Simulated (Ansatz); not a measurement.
# CH₃AlClFSi: small, medium and large basis sets

The task here is to estimate one member of a computed series from the others.

The runs use Ansatz 0.2.0, Gaussian basis; one geometry, several basis sets.

The runs, in order: PBE0-D4/def2-SVP; ωB97M-V/def2-SVP; PBE0-D4/def2-QZVPP; ωB97M-V/def2-QZVPP; the functionals' def2-TZVPP values are taken from earlier runs.

## Structure used throughout

All runs share one geometry, relaxed beforehand with PBE0-D4 in a triple-zeta def2 set.

SMILES `F[Si]1(Cl)[CH2][AlH]1`, 8 atoms, charge 0, spin multiplicity 1.

Atoms are counted from 1 here; the program's logs count them from 0.

Bond lengths: F1–Si2 1.597 Å, Si2–Cl3 2.059 Å, Si2–C4 1.862 Å, Si2–Al5 2.322 Å, C4–Al5 1.979 Å, C4–H6 1.109 Å, C4–H7 1.089 Å, Al5–H8 1.582 Å. Angles: F1–Si2–Cl3 106.5°, F1–Si2–C4 118.5°, F1–Si2–Al5 137.5°, Cl3–Si2–C4 111.0°, Cl3–Si2–Al5 114.8°, C4–Si2–Al5 55.1°, Si2–C4–Al5 74.3°, Si2–C4–H6 105.8°, Si2–C4–H7 126.9°, Al5–C4–H6 98.2°, Al5–C4–H7 135.5°, H6–C4–H7 109.3°, Si2–Al5–C4 50.5°, Si2–Al5–H8 167.5°, C4–Al5–H8 141.5°.

The first run:

in.yaml

```yaml
crystal:
  periodic: [false, false, false]
  atoms:
    - {symbol: F, position_ang: [0.400404, -1.069445, 2.206363]}
    - {symbol: Si, position_ang: [0.434667, -0.811590, 0.630873]}
    - {symbol: Cl, position_ang: [2.270609, -1.467675, -0.030083]}
    - {symbol: C, position_ang: [0.074195, 0.903309, 0.001921]}
    - {symbol: Al, position_ang: [-1.081817, -0.307309, -1.053408]}
    - {symbol: H, position_ang: [-0.702030, 1.315050, 0.678027]}
    - {symbol: H, position_ang: [0.799956, 1.682001, -0.229039]}
    - {symbol: H, position_ang: [-2.103785, -0.301540, -2.260354]}
basis:
  gaussian: {orbitals: def2-SVP}
hamiltonian: {xc: pbe0, dispersion: d4}
output: {orbitals: {seedname: orbitals}}
```

Started as:

```
$ ansatz run in.yaml --threads 2 --pin off --events-out ev --progress --plain --max-ram 4352MiB
```

Steps of the session up to this table: PBE0-D4 in def2-SVP; ωB97M-V in def2-SVP; PBE0-D4 in def2-QZVPP; ωB97M-V in def2-QZVPP.

One table of the session follows, with a row left open; its other results are not shown here.

It belongs to the step «Density functionals: the series». 

```
functional       basis  HOMO (eV)  LUMO (eV)
   PBE0-D4    def2-SVP      -6.49      -2.18
   PBE0-D4  def2-TZVPP          ?          ?
   PBE0-D4  def2-QZVPP      -6.55      -2.22
   ωB97M-V    def2-SVP      -8.41      -0.42
   ωB97M-V  def2-TZVPP      -8.47      -0.49
   ωB97M-V  def2-QZVPP      -8.51      -0.59
```

Q: Estimate the row for PBE0-D4, def2-TZVPP from the others.

The run gave: HOMO (eV): -6.52; LUMO (eV): -2.20. In the column «HOMO (eV)» it lies between PBE0-D4, def2-QZVPP (-6.55) and PBE0-D4, def2-SVP (-6.49).
